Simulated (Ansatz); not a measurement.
**ClFH4Si2: relaxing the structure**

What shape does ClFH4Si2 take? The plan is to relax it.

Program: Ansatz 0.2.0, Gaussian basis. Level of theory: RKS PBE0-D4/def2-TZVP. These are calculated values, not measurements.

The runs, in order: relaxation at PBE0-D4/def2-TZVP.

1 further run of the same task is left out (set aside as unsound or not needed).

## Step 1: The system as given

SMILES `F[SiH2][SiH2]Cl`, 8 atoms, charge 0, spin multiplicity 1.

Atoms are counted from 1 here; the program's logs count them from 0.

Bond lengths: F1–Si2 1.614 Å, Si2–Si3 2.306 Å, Si2–H5 1.460 Å, Si2–H6 1.460 Å, Si3–Cl4 2.029 Å, Si3–H7 1.466 Å, Si3–H8 1.466 Å. Angles: F1–Si2–Si3 105.6°, F1–Si2–H5 103.1°, F1–Si2–H6 103.0°, Si3–Si2–H5 117.0°, Si3–Si2–H6 116.7°, H5–Si2–H6 109.3°, Si2–Si3–Cl4 109.2°, Si2–Si3–H7 114.5°, Si2–Si3–H8 114.2°, Cl4–Si3–H7 106.0°, Cl4–Si3–H8 106.0°, H7–Si3–H8 106.3°.

Geometry (Å):

```xyz
8
charge 0, multiplicity 1
F    -1.5216    1.5973    0.4166
Si   -0.0417    1.1663   -0.0636
Si    0.0115   -1.1348    0.0817
Cl    1.7852   -1.8075   -0.6377
H     0.0560    1.7495   -1.3982
H     0.8282    1.9018    0.8498
H    -1.0255   -1.8183   -0.6974
H    -0.0920   -1.6544    1.4489
```

The start is a GFN2-xTB geometry.

## Step 2: Relaxation at PBE0-D4/def2-TZVP

in.yaml reads:

```yaml
crystal:
  periodic: [false, false, false]
  atoms:
    - {symbol: F, position_ang: [-1.521640, 1.597270, 0.416630]}
    - {symbol: Si, position_ang: [-0.041720, 1.166310, -0.063560]}
    - {symbol: Si, position_ang: [0.011470, -1.134820, 0.081660]}
    - {symbol: Cl, position_ang: [1.785240, -1.807470, -0.637710]}
    - {symbol: H, position_ang: [0.055970, 1.749550, -1.398230]}
    - {symbol: H, position_ang: [0.828190, 1.901840, 0.849760]}
    - {symbol: H, position_ang: [-1.025500, -1.818290, -0.697430]}
    - {symbol: H, position_ang: [-0.092020, -1.654410, 1.448870]}
basis:
  gaussian: {orbitals: def2-TZVP}
hamiltonian: {xc: pbe0, dispersion: d4}
relax: {f_tol: 0.005, max_steps: 150}
```

On the command line:

```bash
> ansatz run in.yaml --threads 2 --pin off --events-out ev --progress --plain --max-ram 32768MiB --backend cpu
```

**Question.** What will the summary of the whole plan be? Wanted: point group; shift from the start; total energy; dispersion term; dipole moment.

As calculated:

| quantity | value |
| --- | --- |
| point group | Cs |
| steps | 12 |
| shift from the start (rms) | 0.117 Å |
| total energy | -31051.5878 eV |
| dispersion term | -158 meV |
| dipole moment | 0.14 D |

**Reading.** The atoms moved 0.12 Å (rms) from the start; the bond that changed most is Si2–Si3, from 2.306 to 2.345 Å. No vibrations were run, so it is not proven to be a minimum. The largest Mulliken charge, +0.39 e, sits on Si2.
